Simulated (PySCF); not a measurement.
# IBr⁻ at other levels of theory

Starting from one script, swap the method and compare what comes out for IBr⁻.

Method: each script names its method and basis; program: PySCF 2.14.0.

8 further runs of the same task are left out: 1 for a known fault of the program, 7 that didn't finish.

### Step 1. Where the work starts

IBr⁻: 2 atoms, charge -1, spin multiplicity 2.

Bond lengths: I1–Br2 2.399 Å.

### Step 2. The run that the others are compared with

The input, input.py:

```python
from pyscf import gto, dft, tdscf

mol = gto.M(
    atom='I 0 0 0; Br 0 0 2.399',
    basis='lanl2dz',
    ecp={'I': 'lanl2dz', 'Br': 'lanl2dz'},
    charge=-1,
    spin=1,
    symmetry=True,
    verbose=4,
)
mf = dft.UKS(mol, xc='o3lyp')
mf.kernel()
td = tdscf.TDA(mf)
td.nstates = 3
td.kernel()
td.analyze(verbose=3)
mf.dip_moment()
print('orbital energies (hartree):', [e[max(0, n-3):n+3].round(4) for e, n in zip(mf.mo_energy, mol.nelec)])
```

Started as:

```console
$ OMP_NUM_THREADS=1 python input.py
```

### Step 3. MP2 (UHF)

Run 1 changes step after the SCF: tda → mp2; SCF type: UKS → UHF; functional: o3lyp → none (Hartree–Fock).

input.py, as its differences from that of step 2:

```diff
@@ -1,2 +1,2 @@
-from pyscf import gto, dft, tdscf
+from pyscf import gto, scf, mp
 
@@ -11,8 +11,5 @@
 )
-mf = dft.UKS(mol, xc='o3lyp')
+mf = scf.UHF(mol)
 mf.kernel()
-td = tdscf.TDA(mf)
-td.nstates = 3
-td.kernel()
-td.analyze(verbose=3)
+mp.MP2(mf).kernel()
 mf.dip_moment()
```

### Step 4. Population analysis

Run 2 changes step after the SCF: tda → analyze.

input.py, as its differences from that of step 2:

```diff
@@ -1,2 +1,2 @@
-from pyscf import gto, dft, tdscf
+from pyscf import gto, dft
 
@@ -13,6 +13,3 @@
 mf.kernel()
-td = tdscf.TDA(mf)
-td.nstates = 3
-td.kernel()
-td.analyze(verbose=3)
+mf.mulliken_pop()
 mf.dip_moment()
```

### Step 5. B3pw91

Run 3 changes functional: o3lyp → b3pw91.

input.py, as its differences from that of step 2:

```diff
@@ -11,3 +11,3 @@
 )
-mf = dft.UKS(mol, xc='o3lyp')
+mf = dft.UKS(mol, xc='b3pw91')
 mf.kernel()
```

### Step 6. Gradient

Run 4 changes step after the SCF: tda → gradient.

input.py, as its differences from that of step 2:

```diff
@@ -1,2 +1,2 @@
-from pyscf import gto, dft, tdscf
+from pyscf import gto, dft
 
@@ -13,6 +13,5 @@
 mf.kernel()
-td = tdscf.TDA(mf)
-td.nstates = 3
-td.kernel()
-td.analyze(verbose=3)
+g = mf.nuc_grad_method()
+g.grid_response = True
+g.kernel()
 mf.dip_moment()
```

What does the calculation give? Wanted: for each run, E(SCF); from base; gap, α spin; after the SCF.

**Answer**, as computed:

| run | E(SCF) (hartree) | from base (eV) | cycles | gap, α spin (eV) | after the SCF |
| --- | --- | --- | --- | --- | --- |
| base | -24.581605 | 0 | 8 | 13.11 | lowest root found 2.94 eV |
| MP2 (UHF) | -24.085064 | not comparable | 9 | 20.30 | MP2 correlation -0.886 eV |
| population analysis | -24.581605 | 0.0000 | 8 | 13.11 | n/a |
| b3pw91 | -24.616423 | not comparable | 7 | 13.70 | lowest root found 2.99 eV |
| gradient | -24.581605 | 0.0000 | 8 | 13.11 | n/a |

In words: The highest filled level of this anion is positive: the basis lacks diffuse functions or the electron is not bound, so these numbers hang on the basis. The α-spin gap between the frontier levels is 13.1 eV with o3lyp (12 % exact exchange) and 13.7 eV with b3pw91 (20 %). Total energies of different functionals can't be compared with each other; differences within one functional can.
